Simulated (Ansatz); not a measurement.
# C₂H₆Ge₂: small, medium and large basis sets

An exercise on one series of results from a longer session: the logs are not shown, and one member is left open.

Program: Ansatz 0.2.0, Gaussian basis. Level of theory: one geometry, several basis sets. These are calculated values, not measurements.

Levels to be run: PBE0-D4/def2-SVP; ωB97M-V/def2-SVP; PBE0-D4/def2-QZVPP; ωB97M-V/def2-QZVPP; the functionals' def2-TZVPP values are taken from earlier runs.

## Structure used throughout

The geometry comes from an earlier relaxation with PBE0-D4 in a triple-zeta def2 set; it is a stationary point, not always the lowest conformer.

SMILES `[GeH3][C]#[C][GeH3]`, 10 atoms, charge 0, spin multiplicity 1.

Atoms are counted from 1 here; the program's logs count them from 0.

Bond lengths: Ge1–C2 1.900 Å, Ge1–H5 1.533 Å, Ge1–H6 1.533 Å, Ge1–H7 1.533 Å, C2–C3 1.212 Å, C3–Ge4 1.900 Å, Ge4–H8 1.533 Å, Ge4–H9 1.533 Å, Ge4–H10 1.533 Å. Angles: C2–Ge1–H5 108.7°, C2–Ge1–H6 108.7°, C2–Ge1–H7 108.7°, H5–Ge1–H6 110.2°, H5–Ge1–H7 110.2°, H6–Ge1–H7 110.2°, Ge1–C2–C3 180.0°, C2–C3–Ge4 180.0°, C3–Ge4–H8 108.7°, C3–Ge4–H9 108.7°, C3–Ge4–H10 108.7°, H8–Ge4–H9 110.2°, H8–Ge4–H10 110.2°, H9–Ge4–H10 110.2°.

Geometry (Å):

```mol
C2H6Ge2
  3D, bonds by distance, orders not assigned

 10  9  0  0  0  0  0  0  0  0999 V2000
    0.9929    2.2833   -0.2704 Ge  0  0
    0.2456    0.5489   -0.0654 C   0  0
   -0.2308   -0.5584    0.0656 C   0  0
   -0.9762   -2.2935    0.2710 Ge  0  0
    0.1930    3.0415   -1.3363 H   0  0
    0.9115    3.0165    1.0738 H   0  0
    2.4555    2.1405   -0.7079 H   0  0
   -1.8640   -2.5950   -0.9423 H   0  0
   -1.8101   -2.3222    1.5574 H   0  0
    0.1659   -3.3128    0.3575 H   0  0
  1  2  8  0
  2  3  8  0
  3  4  8  0
  1  5  8  0
  1  6  8  0
  1  7  8  0
  4  8  8  0
  4  9  8  0
  4 10  8  0
M  END
```

Set-up of the first run:

in.yaml reads:

```yaml
crystal:
  periodic: [false, false, false]
  atoms:
    - {symbol: Ge, position_ang: [0.992876, 2.283295, -0.270354]}
    - {symbol: C, position_ang: [0.245565, 0.548899, -0.065389]}
    - {symbol: C, position_ang: [-0.230791, -0.558383, 0.065586]}
    - {symbol: Ge, position_ang: [-0.976246, -2.293530, 0.270955]}
    - {symbol: H, position_ang: [0.193000, 3.041495, -1.336350]}
    - {symbol: H, position_ang: [0.911492, 3.016532, 1.073805]}
    - {symbol: H, position_ang: [2.455486, 2.140478, -0.707853]}
    - {symbol: H, position_ang: [-1.864028, -2.594961, -0.942306]}
    - {symbol: H, position_ang: [-1.810092, -2.322202, 1.557383]}
    - {symbol: H, position_ang: [0.165938, -3.312821, 0.357525]}
basis:
  gaussian: {orbitals: def2-SVP}
hamiltonian: {xc: pbe0, dispersion: d4}
output: {orbitals: {seedname: orbitals}}
```

Run with:

```console
$ ansatz run in.yaml --threads 4 --pin off --events-out ev --progress --plain --max-ram 10444MiB
```

Among the steps run: PBE0-D4 in def2-SVP; ωB97M-V in def2-SVP; PBE0-D4 in def2-QZVPP; ωB97M-V in def2-QZVPP.

One of the session's tables, all rows but one given; the rest of the session is left out.

It belongs to the step «Functionals by basis». 

| functional | basis | HOMO (eV) | LUMO (eV) |
| --- | --- | --- | --- |
| PBE0-D4 | def2-SVP | -7.94 | -0.12 |
| PBE0-D4 | def2-TZVPP | -7.97 | -0.20 |
| PBE0-D4 | def2-QZVPP | ? | ? |
| ωB97M-V | def2-SVP | -10.10 | 1.92 |
| ωB97M-V | def2-TZVPP | -10.17 | 1.78 |
| ωB97M-V | def2-QZVPP | -10.17 | 1.66 |

Estimate the missing values for PBE0-D4, def2-QZVPP.

The run gave: HOMO (eV): -7.97; LUMO (eV): -0.23.
